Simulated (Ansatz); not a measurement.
# AsF (quintet): the correlation ladder, cc-pVDZ

The task here is to estimate one member of a computed series from the others.

Method: cc-pVDZ, core rule «outside noble gas», up to 15 orbitals frozen; program: Ansatz 0.2.0, Gaussian basis.

Plan: UHF; CCSD(T) on ROHF; CCSD(T) on UHF; BCCD(T) on ROHF; CISD as a restricted active space (open shells left free, so some higher excitations enter); CCSDT(Q) on ROHF; CCSDT(Q) on UHF; CASSCF and MRCISD+Q, 12 electrons in 8 orbitals; CASSCF and NEVPT2, 12 electrons in 8 orbitals.

16 further runs of the same task are left out: 7 that didn't finish, 9 set aside as unsound or not needed. Runs told in other sessions of the task aren't counted.

## The geometry

The geometry is a PBE0/def2-TZVP stationary point (not a proven minimum) of the parent state, kept for this charge and spin. No spin-orbit coupling is included. The filled d shell of As may be among the frozen orbitals whatever the setting's name suggests.

2 atoms, charge 0, spin multiplicity 5.

Atoms are counted from 1 here; the program's logs count them from 0.

Bond lengths: F1–As2 1.741 Å.

Set-up of the first run:

in.yaml reads:

```yaml
crystal:
  periodic: [false, false, false]
  atoms:
    - {symbol: F, position_ang: [0.000000, 0.000000, 0.000000]}
    - {symbol: As, position_ang: [0.000000, 0.000000, 1.741200]}
basis:
  gaussian: {orbitals: cc-pVDZ}
magnetization: {spin_polarized: true, initial_magnetization: 4}
hamiltonian: {xc: hf}
output: {orbitals: {seedname: orbitals}}
```

On the command line:

```
ansatz run in.yaml --threads 1 --pin off --events-out ev --progress --plain --max-ram 2393MiB
```

Steps of the session up to this table: UHF; CCSD(T) on ROHF; CCSD(T) on UHF; BCCD(T) on ROHF; CISD as a restricted active space (open shells left free, so some higher excitations enter); CCSDT(Q) on ROHF; CCSDT(Q) on UHF; CASSCF and MRCISD+Q, 12 electrons in 8 orbitals; CASSCF and NEVPT2, 12 electrons in 8 orbitals.

One table of the session follows, with a row left open; its other results are not shown here.

It belongs to the step «Misses and costs». 

| method | from RCCSDT(Q) (kJ/mol) |
| --- | --- |
| ROHF | +677.8 |
| UHF | +653.2 |
| RMP2 | +41.9 |
| UMP2 | +52.3 |
| RCCSD | +15.2 |
| UCCSD | +12.1 |
| RCCSD(T) | +3.0 |
| UCCSD(T) | +0.9 |
| BCCD(T) | +3.0 |
| RCCSDT | +1.5 |
| UCCSDT | -0.7 |
| RCCSDT(Q) | 0 |
| UCCSDT(Q) | ? |
| CASSCF valence | +661.4 |
| NEVPT2 valence | +95.9 |
| MRCISD valence | +47.6 |
| MRCISD+Q valence | +7.0 |

Q: Estimate the row for UCCSDT(Q) from the others.

As computed: from RCCSDT(Q) (kJ/mol): -2.2. In the column «from RCCSDT(Q) (kJ/mol)» it is the lowest.

Not comparable, so not listed: CISD as a restricted active space (open shells left free, so some higher excitations enter) (they don't share determinant, frozen orbitals or solution with the rows shown, or repeat one).

To keep in mind: Restricted and unrestricted rows rest on different reference determinants; a gap between their highest levels can come from leftover correlation error, from unlike frozen cores or from another state.
